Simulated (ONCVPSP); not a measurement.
# Ti, ONCV: a sweep of the qcut of the d channel

One potential is built and tested. Then the qcut of the d channel is changed, to learn what it costs or gains.

Program: ONCVPSP 4.0.1. Reference atom: LDA (Perdew-Zunger), scalar-relativistic, spherical and spin-unpolarised. All values are calculated.

## (1) The atom and the settings

The settings as typed:

- element: titanium (Ti, Z = 22)
- type: optimised norm-conserving Vanderbilt (ONCV)
- frozen core: [Ne]
- valence charge: 12
- reference configuration: 3s2 3p6 3d2 4s1.5 4p0.5
- partial waves: 3s+4s: rc 1.40 bohr, ncon 3, nbas 6, qcut 11.1 1/bohr, 2 projectors; 3p+4p: rc 2.25 bohr, ncon 4, nbas 8, qcut 7.1 1/bohr, 2 projectors; 3d: rc 1.30 bohr, ncon 4, nbas 9, qcut 12.2 1/bohr, 2 projectors, debl 0.5 Ha
- local potential: polynomial inside 0.90 bohr (lpopt 4, dvloc0 -1 Ha)
- core correction: Teter function, parameters optimised by the program

An earlier all-electron run gives the scale for the radii.

All-electron outer shells of the reference configuration (LDA (Perdew-Zunger), scalar-relativistic, ld1.x):

```csv
shell,level (eV),outermost node (bohr),outermost maximum (bohr)
2s,-536.14,0.09,0.27
2p,-444.65,–,0.22
3s,-62.95,0.40,0.87
3p,-39.47,0.37,0.90
3d,-5.10,–,0.97
4s,-5.01,1.24,2.85
4p,-1.87,1.39,3.75
```

## (2) Generation of the first potential

Ti.dat reads:

```
# ATOM AND REFERENCE CONFIGURATION
# atsym  z   nc   nv     iexc    psfile
  Ti 22.00    3    5        3      upf
#
#   n    l    f
    1    0    2.00
    2    0    2.00
    2    1    6.00
    3    0    2.00
    3    1    6.00
    3    2    2.00
    4    0    1.50
    4    1    0.50
#
# PSEUDOPOTENTIAL AND OPTIMIZATION
# lmax
    2
#
#   l,   rc,      ep,       ncon, nbas, qcut
    0    1.40    0.00    3    6   11.10
    1    2.25    0.00    4    8    7.10
    2    1.30    0.00    4    9   12.20
#
# LOCAL POTENTIAL
# lloc, lpopt,  rc(5),   dvloc0
    4    4    0.90   -1.00
#
# VANDERBILT-KLEINMAN-BYLANDER PROJECTORs
# l, nproj, debl
    0    2    2.60
    1    2    1.90
    2    2    0.50
#
# MODEL CORE CHARGE
# icmod, fcfact, rcfact
    4    0.70    0.00
#
# LOG DERIVATIVE ANALYSIS
# epsh1, epsh2, depsh
   -4.00    5.00    0.02
#
# OUTPUT GRID
# rlmax, drl
    6.00    0.01
#
# TEST CONFIGURATIONS
# ncnf
    4
# nvcnf
#   n    l    f
    5
    3    0    2.00
    3    1    6.00
    3    2    2.00
    4    0    2.00
    4    1    0.00
#
    5
    3    0    2.00
    3    1    6.00
    3    2    2.00
    4    0    1.00
    4    1    0.00
#
    5
    3    0    2.00
    3    1    6.00
    3    2    2.00
    4    0    0.00
    4    1    0.00
#
    5
    3    0    2.00
    3    1    6.00
    3    2    0.00
    4    0    0.00
    4    1    0.00
#
```

On the command line:

```
oncvpsp.x < Ti.dat > Ti.out
```

What the program wrote to Ti.out (without the consistency checks and plot data):

```text
ONCVPSP  (Optimized Norm-Conservinng Vanderbilt PSeudopotential)
scalar-relativistic version 4.0.1

#   n    l    f        energy (Ha)
    1    0    2.00    -1.7848341E+02
    2    0    2.00    -1.9702968E+01
    2    1    6.00    -1.6340729E+01
    3    0    2.00    -2.3133535E+00
    3    1    6.00    -1.4505472E+00
    3    2    2.00    -1.8734405E-01
    4    0    1.50    -1.8405385E-01
    4    1    0.50    -6.8834839E-02

Reference configufation results
  iterations    25
  all-electron total energy (Ha)   -8.51664866D+02

Begin loop to  construct optimized pseudo wave functions
and semi-local pseudopoentials for all angular momenta

Calculating optimized projector #   1

 for l=   0

    Fraction of norm inside rc  0.855735
    Optimizing pswf for qcut=  11.10 a_B^-1,  ecut=  61.63 Ha
    Residual kinetic energy error=  7.73D-08 Ha

    Energy error per electron        Cutoff
         Ha          eV             Ha
         0.01000     0.27211       24.14
         0.00100     0.02721       31.85
         0.00010     0.00272       37.96
         0.00001     0.00027       42.72

Calculating optimized projector #   2

 for l=   0

    Fraction of norm inside rc  0.036237
    Optimizing pswf for qcut=  11.10 a_B^-1,  ecut=  61.63 Ha
    Residual kinetic energy error=  3.09D-09 Ha

    Energy error per electron        Cutoff
         Ha          eV             Ha
         0.01000     0.27211       16.13
         0.00100     0.02721       26.54
         0.00010     0.00272       34.92
         0.00001     0.00027       41.72

Calculating optimized projector #   1

 for l=   1

    Fraction of norm inside rc  0.981252
    Optimizing pswf for qcut=   7.11 a_B^-1,  ecut=  25.25 Ha
    Residual kinetic energy error=  3.27D-08 Ha

    Energy error per electron        Cutoff
         Ha          eV             Ha
         0.01000     0.27211       12.57
         0.00100     0.02721       15.81
         0.00010     0.00272       18.66
         0.00001     0.00027       21.04

Calculating optimized projector #   2

 for l=   1

    Fraction of norm inside rc  0.055678
    Optimizing pswf for qcut=   7.11 a_B^-1,  ecut=  25.25 Ha
    Residual kinetic energy error=  1.88D-08 Ha

    Energy error per electron        Cutoff
         Ha          eV             Ha
         0.01000     0.27211        8.39
         0.00100     0.02721       12.82
         0.00010     0.00272       16.40
         0.00001     0.00027       19.46

   Wellstate for l =  2  n =  4
     eigenvalue =   0.3127
     asymptotic potential =   0.8127
     half-point radius =  5.9833

Calculating optimized projector #   1

 for l=   2

    Fraction of norm inside rc  0.469816
    Optimizing pswf for qcut=  12.18 a_B^-1,  ecut=  74.24 Ha
    Residual kinetic energy error=  4.69D-07 Ha

    Energy error per electron        Cutoff
         Ha          eV             Ha
         0.01000     0.27211       40.73
         0.00100     0.02721       51.33
         0.00010     0.00272       59.91
         0.00001     0.00027       66.22

Calculating optimized projector #   2

 for l=   2

    Fraction of norm inside rc  0.100325
    Optimizing pswf for qcut=  12.18 a_B^-1,  ecut=  74.24 Ha
    Residual kinetic energy error=  1.79D-07 Ha

    Energy error per electron        Cutoff
         Ha          eV             Ha
         0.01000     0.27211       34.77
         0.00100     0.02721       47.10
         0.00010     0.00272       56.82
         0.00001     0.00027       64.29

Construct Vanderbilt / Kleinmman-Bylander projectors

B matrix Hermiticity error, ll=   0
   1   2    1.4653E-04

  Orthonormal projector coefficients  1.4999E+01  2.2748E+00

B matrix Hermiticity error, ll=   1
   1   2    5.6149E-05

  Orthonormal projector coefficients  4.4075E+00 -6.3716E-01

B matrix Hermiticity error, ll=   2
   1   2    2.8967E-05

  Orthonormal projector coefficients -6.7598E+00 -1.3236E+00

Model core correction analysis
  based on d2Exc/dn_idn_j

d2excae - all-electron derivatives

   -3.947548D-02   -3.649139D-02   -2.453737D-02   -2.734474D-03
   -1.258068D-03
   -3.649161D-02   -3.467424D-02   -2.446408D-02   -3.491746D-03
   -1.502650D-03
   -2.453791D-02   -2.446441D-02   -2.241510D-02   -1.031235D-02
   -5.462873D-03
   -2.734423D-03   -3.491462D-03   -1.030892D-02   -2.775052D-02
   -2.256986D-02
   -1.258104D-03   -1.502642D-03   -5.460578D-03   -2.255869D-02
   -2.711205D-02

d2excps - pseudofunction derivatives with no core correction

   -4.409504D-02   -3.992086D-02   -2.818617D-02   -3.136706D-03
   -1.472044D-03
   -3.992118D-02   -3.740031D-02   -2.741725D-02   -3.746823D-03
   -1.629658D-03
   -2.818694D-02   -2.741772D-02   -2.426592D-02   -1.057685D-02
   -5.604043D-03
   -3.136706D-03   -3.746556D-03   -1.057343D-02   -2.778131D-02
   -2.258424D-02
   -1.472109D-03   -1.629662D-03   -5.601754D-03   -2.257308D-02
   -2.711867D-02

rms 2nd derivative error    2.005510E-03

rmatch, rhocmatch    0.5422   15.2525

Coarse scan for minimum error
  matrix elements: rms 2nd-derivative errors (mHa)
  column index : amplitude prefactor to rhocmatch
  row index : scale prefactor to rmatch

         1.500  2.000  2.500  3.000  3.500  4.000  4.500  5.000  5.500  6.000

  1.0    1.764  1.711  1.663  1.620  1.580  1.544  1.510  1.477  1.447  1.419
  1.1    1.664  1.587  1.518  1.456  1.399  1.346  1.297  1.251  1.208  1.167
  1.2    1.539  1.433  1.338  1.253  1.175  1.103  1.037  0.975  0.917  0.863
  1.3    1.389  1.248  1.124  1.012  0.911  0.820  0.738  0.663  0.596  0.538
  1.4    1.213  1.034  0.878  0.742  0.625  0.528  0.453  0.404  0.385  0.394
  1.5    1.015  0.797  0.619  0.482  0.402  0.391  0.439  0.523  0.622  0.725
  1.6    0.799  0.559  0.413  0.403  0.504  0.651  0.808  0.964  1.116  1.261
  1.7    0.582  0.398  0.462  0.660  0.884  1.104  1.314  1.512  1.700  1.877
  1.8    0.417  0.487  0.769  1.072  1.361  1.630  1.882  2.117  2.337  2.543
  1.9    0.434  0.779  1.173  1.544  1.885  2.199  2.489  2.759  3.009  3.244

Nelder-Mead iteration
 converged in   7 steps
amplitude prefactor, scale prefactor
    5.7563    1.3905

Optimized Teter model core charge

d2excps - pseudofunction derivatives with core correction

   -3.885026D-02   -3.596362D-02   -2.536061D-02   -2.723875D-03
   -1.276740D-03
   -3.596368D-02   -3.438118D-02   -2.524663D-02   -3.437426D-03
   -1.481772D-03
   -2.536106D-02   -2.524700D-02   -2.268160D-02   -1.035543D-02
   -5.497753D-03
   -2.723808D-03   -3.437129D-03   -1.035199D-02   -2.774818D-02
   -2.256870D-02
   -1.276771D-03   -1.481761D-03   -5.495459D-03   -2.255754D-02
   -2.711131D-02

rms 2nd derivative error    3.846579E-04

Pseudoatom total energy  -57.726667

Diagnostic tests using Vanderbilt-Kleinman-Bylander pseudopotentials
  1 or more projectors used as specified by nproj input data

   l    rcore       rmatch      e in        delta e   norm test  slope test

   0   1.4035367   1.4461511  -2.3133535  -0.0000058   1.0001138   1.0001188
   0   1.4035367   1.4461511  -0.1840538   0.0000040   1.0000516   1.0000441

   1   2.2514601   2.3198193  -1.4505472  -0.0000004   1.0001052   1.0000986
   1   2.2514601   2.3198193  -0.0688348   0.0000008   1.0000136   1.0000115

   2   1.3063153   1.3459778  -0.1873441   0.0000040   1.0000608   1.0000502
   2   1.3063153   1.3459778   0.3126560  -0.0000003   1.0001499   1.0001499

 Testing for bound ghosts
   n   l    E NL Schr. Eq   E Basis Diag.   E Cutoff

   1   0       -2.313359       -2.313290     64.66
   2   0       -0.184050       -0.005471     64.66

   2   1       -1.450548       -1.450535     60.19
   3   1       -0.068834       -0.028725     60.19

   3   2       -0.187340       -0.164532    259.28

 Testing for highly-localized positive-energy ghosts
       l    <radius>/rc     E Basis Diag.   E Cutoff

Test configuration 0

   n   l     f        eae           eps        diff
   1   0  2.0000 -178.48340993
   2   0  2.0000  -19.70296802
   2   1  6.0000  -16.34072882
   3   0  2.0000   -2.31335352   -2.31335931   -5.78D-06
   3   1  6.0000   -1.45054717   -1.45054756   -3.84D-07
   3   2  2.0000   -0.18734405   -0.18734000    4.05D-06
   4   0  1.5000   -0.18405385   -0.18404990    3.95D-06
   4   1  0.5000   -0.06883484   -0.06883404    8.00D-07

    Total energies and differences
      AE_ref= -8.51664866D+02  AE_tst= -8.51664866D+02  dif=  0.00D+00
      PS_ref= -5.77266669D+01  PS_tst= -5.77266669D+01  dif= -5.33D-13
      PSP excitation error=  5.33D-13

Test configuration 1

   n   l     f        eae           eps        diff
   1   0  2.0000 -178.45780537
   2   0  2.0000  -19.67835832
   2   1  6.0000  -16.31608165
   3   0  2.0000   -2.28807719   -2.28806558    1.16D-05
   3   1  6.0000   -1.42532240   -1.42526697    5.54D-05
   3   2  2.0000   -0.16400601   -0.16398451    2.15D-05
   4   0  2.0000   -0.16905167   -0.16905079    8.78D-07

    Total energies and differences
      AE_ref= -8.51664866D+02  AE_tst= -8.51721753D+02  dif= -5.69D-02
      PS_ref= -5.77266669D+01  PS_tst= -5.77835570D+01  dif= -5.69D-02
      PSP excitation error=  2.39D-06

Test configuration 2

   n   l     f        eae           eps        diff
   1   0  2.0000 -178.73231539
   2   0  2.0000  -19.94761945
   2   1  6.0000  -16.58580399
   3   0  2.0000   -2.55882395   -2.55878757    3.64D-05
   3   1  6.0000   -1.69605856   -1.69609710   -3.85D-05
   3   2  2.0000   -0.42778243   -0.42781879   -3.64D-05
   4   0  1.0000   -0.38956797   -0.38955420    1.38D-05

    Total energies and differences
      AE_ref= -8.51664866D+02  AE_tst= -8.51444821D+02  dif=  2.20D-01
      PS_ref= -5.77266669D+01  PS_tst= -5.75066106D+01  dif=  2.20D-01
      PSP excitation error= -1.12D-05

Test configuration 3

   n   l     f        eae           eps        diff
   1   0  2.0000 -179.05709177
   2   0  2.0000  -20.26473507
   2   1  6.0000  -16.90357951
   3   0  2.0000   -2.87597502   -2.87597611   -1.09D-06
   3   1  6.0000   -2.01250867   -2.01267330   -1.65D-04
   3   2  2.0000   -0.73225345   -0.73241671   -1.63D-04

    Total energies and differences
      AE_ref= -8.51664866D+02  AE_tst= -8.50937684D+02  dif=  7.27D-01
      PS_ref= -5.77266669D+01  PS_tst= -5.69994661D+01  dif=  7.27D-01
      PSP excitation error= -1.89D-05

Test configuration 4

psatom: WARNING lschvkbb convergence error n,l,iter=   3   1   3
ea(ii),et,emin,emax -6.883404E-02 -7.571744E-02 -7.571744E-02 -7.571744E-02
run_config: WARNING for fully non-local PS atom, stg. 1
 WARNING no output for configuration 5
```

Run time: 4.7 s. Hardware: 1 thread, shared host.

Partial waves on a coarse radial grid (AE all-electron, PS pseudo):

```tsv
r (bohr)	3s AE	3s PS	3p AE	3p PS
0.113	-0.1697	0.0849	-0.4443	0.0393
0.225	-0.5832	0.2031	-0.4749	0.1492
0.338	-0.2854	0.3719	-0.1193	0.3127
0.450	0.2252	0.5762	0.3047	0.5009
0.563	0.6681	0.7850	0.6527	0.6880
0.675	0.9504	0.9545	0.8791	0.8453
0.788	1.0848	1.0580	0.9972	0.9574
0.900	1.1060	1.0846	1.0303	1.0140
1.013	1.0544	1.0447	1.0056	1.0175
1.125	0.9627	0.9601	0.9455	0.9763
1.238	0.8518	0.8515	0.8653	0.9027
1.350	0.7382	0.7381	0.7777	0.8117
1.463	0.6284	0.6284	0.6883	0.7137
1.575	0.5291	0.5290	0.6033	0.6194
1.688	0.4403	0.4403	0.5236	0.5321
1.800	0.3642	0.3642	0.4519	0.4556
1.913	0.2989	0.2988	0.3874	0.3886
2.025	0.2444	0.2444	0.3312	0.3314
2.138	0.1986	0.1986	0.2816	0.2816
2.250	0.1611	0.1611	0.2391	0.2391
2.363	0.1301	0.1301	0.2022	0.2022
2.475	0.1050	0.1050	0.1709	0.1709
2.588	0.0844	0.0843	0.1439	0.1439
2.700	0.0678	0.0678	0.1212	0.1212
2.813	0.0543	0.0543	0.1018	0.1018
2.925	0.0435	0.0435	0.0855	0.0855
```

Densities times 4π (e/bohr³); a dash where the program caps the true core:

```tsv
r (bohr)	pseudo valence	true core	model core
0.113	1.95	–	81.77
0.338	8.749	–	45.91
0.563	15.48	11.81	13.46
0.788	14.62	0.6918	1.65
1.013	9.414	0.03919	0.03419
1.238	4.851	0.002231	0.001815
1.463	2.253	0.00013	5.244e-05
1.688	1.054	7.75e-06	7.549e-05
1.913	0.5434	5e-07	1.037e-06
2.138	0.3194	0	4.216e-06
2.363	0.2117	0	0
2.588	0.1531	0	0
2.813	0.1166	0	0
```

## (3) The configuration tests of the same run

1 test gave no usable energy difference (3s2 3p6 3d0 4s0 4p0).

Excitation and ionisation energies from 3s2 3p6 3d2 4s1.5 4p0.5, with the error of the potential.

```csv
valence configuration,charge,ΔE all-electron (eV),error AE − PS (meV)
3s2 3p6 3d2 4s2 4p0,0,-1.548,+0.1
3s2 3p6 3d2 4s1 4p0,+1,5.988,-0.3
3s2 3p6 3d2 4s0 4p0,+2,19.788,-0.5
```

## (4) Logarithmic derivatives

Taken from the files of the generation run. The phase is arctan(r·R′/R) of the radial function R, unwrapped, with energies in Ha. A pole is an energy at which the radial function vanishes at the test radius. The pseudo phase is shifted by a multiple of π to meet the all-electron one at the reference energy. Levels narrower than the energy grid can be missing from the poles. The last column is the largest difference on the grid between −0.5 and +0.5 Ha.

```tsv
channel	radius (bohr)	reference (Ha)	poles AE	poles PS	window around the reference with phases within 0.05 rad (Ha)	largest difference near zero (rad)
s	1.42	-0.18	-1.24	-1.24	the whole range	0.000
p	2.28	-0.07	-1.37, 2.51	-1.37, 2.53	below 4.3	0.000
d	1.32	-0.19	1.50	1.50	the whole range	0.000
```

Phases (rad) along the scan:

```tsv
E (Ha)	p AE	p PS	d AE	d PS
-3.98	1.371	1.371	1.173	1.173
-3.50	1.351	1.351	1.128	1.128
-3.02	1.323	1.324	1.067	1.067
-2.54	1.280	1.281	0.978	0.978
-2.06	1.189	1.189	0.837	0.837
-1.58	0.040	0.040	0.590	0.590
-1.10	-1.800	-1.800	0.130	0.130
-0.62	-2.006	-2.006	-0.517	-0.517
-0.14	-2.374	-2.374	-1.002	-1.002
0.34	-3.423	-3.422	-1.269	-1.269
0.82	-4.228	-4.227	-1.427	-1.427
1.30	-4.488	-4.487	-1.534	-1.534
1.78	-4.606	-4.605	-1.619	-1.619
2.26	-4.681	-4.679	-1.696	-1.696
2.74	-4.739	-4.736	-1.775	-1.775
3.22	-4.798	-4.793	-1.870	-1.869
3.70	-4.874	-4.862	-1.999	-1.998
4.18	-5.011	-4.980	-2.202	-2.199
4.66	-5.447	-5.297	-2.565	-2.556
```

## (5) Plane-wave cutoff and ghosts

From the same output: the cutoffs (Ha) at which the residual kinetic energy of the hardest occupied pseudo-wave falls to 1 and 0.1 mHa per electron are 51 Ha and 60 Ha.

The program's own ghost test: no bound ghost flagged; no localised positive-energy state flagged.

Cutoff (Ha) at which the first wave of each channel reaches a given error (Ha per electron):

```tsv
error	s	p	d
1.0e-02	24.1	12.6	40.7
3.2e-03	28.3	14.3	46.5
1.0e-03	31.8	15.8	51.3
3.2e-04	35.1	17.3	56.0
1.0e-04	38.0	18.7	59.9
3.2e-05	40.5	19.8	63.3
1.0e-05	42.7	21.0	66.2
```

(Part 1 of 2 ends here.)
